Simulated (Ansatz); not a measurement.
# CrSiTe3: the cost of one run

Method: DFT PBEsol, scalar-relativistic, plane waves, PAW, in Ansatz 0.2.0.

## (1) The starting structure

The structure is trigonal, space group R-3 (No. 148). Conventional cell: a = 6.831 Å, b = 6.831 Å, c = 21.773 Å, α = 90.00°, β = 90.00°, γ = 120.00°. Cr (site symmetry 3) has 6 Te at 2.79 to 2.80 Å as nearest neighbours. Si (site symmetry 3) has 1 Si at 2.27 Å and 3 Te at 2.53 Å as nearest neighbours. Te (site symmetry 1) is surrounded by 1 Si at 2.53 Å and 2 Cr at 2.79 to 2.80 Å.

Structure file:

```xyz
10
Lattice="3.4153 1.9718 7.2577 -3.4153 1.9718 7.2577 0.0000 -3.9436 7.2577" Properties=species:S:1:pos:R:3 pbc="T T T"
Cr    0.0000    0.0000   14.5049
Cr    0.0000    0.0000    7.2681
Si    0.0000    0.0000    1.1366
Si    0.0000    0.0000   20.6364
Te    2.1978   -0.1590    8.9892
Te   -0.9612    1.9829    8.9892
Te   -1.2367   -1.8239    8.9892
Te    1.2367    1.8239   12.7838
Te    0.9612   -1.9829   12.7838
Te   -2.1978    0.1590   12.7838
```

The structure rests on an entry of the Materials Project (structure only); cell or positions may have been set otherwise for this series.

## (2) Relaxing cell and atoms: CrSiTe3, total moment held at 6 μB

Input file input.yaml:

```yaml
crystal:
  lattice:
    - [3.4152614328, 1.9718021076, 7.2576780084]
    - [-3.4152614328, 1.9718021076, 7.2576780084]
    - [0.0, -3.9436042152, 7.2576780084]
  atoms:
    - { symbol: Cr, position: [0.6661873, 0.6661873, 0.6661873], spin: 3.0 }
    - { symbol: Cr, position: [0.3338127, 0.3338127, 0.3338127], spin: 3.0 }
    - { symbol: Si, position: [0.05220242, 0.05220242, 0.05220242] }
    - { symbol: Si, position: [0.94779758, 0.94779758, 0.94779758] }
    - { symbol: Te, position: [0.72118351, 0.07765044, 0.43974779] }
    - { symbol: Te, position: [0.43974779, 0.72118351, 0.07765044] }
    - { symbol: Te, position: [0.07765044, 0.43974779, 0.72118351] }
    - { symbol: Te, position: [0.92234956, 0.56025221, 0.27881649] }
    - { symbol: Te, position: [0.56025221, 0.27881649, 0.92234956] }
    - { symbol: Te, position: [0.27881649, 0.92234956, 0.56025221] }
magnetization:
  spin_polarized: true
  initial_magnetization: 6
  spin_locking: { lock_magnetization: hard }
scf:
  occupations: { method: gaussian, width: 0.02 }
output:
  forces: true
  stress: true
  populations: true
  write_density: true
  write_potential: true
  elf: true
  volumetric_format: npy
hamiltonian:
  xc: pbesol
relax:
  f_tol: 0.004
  cell: { stress_tol: 0.03 }
kpoints:
  mp_grid: { grid: [5, 5, 5] }
```

Command:

```console
> ansatz run input.yaml --threads 4 --pin off --max-ram 9216MiB --backend cpu --events-out ev --progress --plain --runs-dir out
```

Q: Estimate wall time and peak memory on 4 threads of Intel Xeon at 2.70GHz, shared host.

About 4.6 min, with a peak of 1.5 GiB.
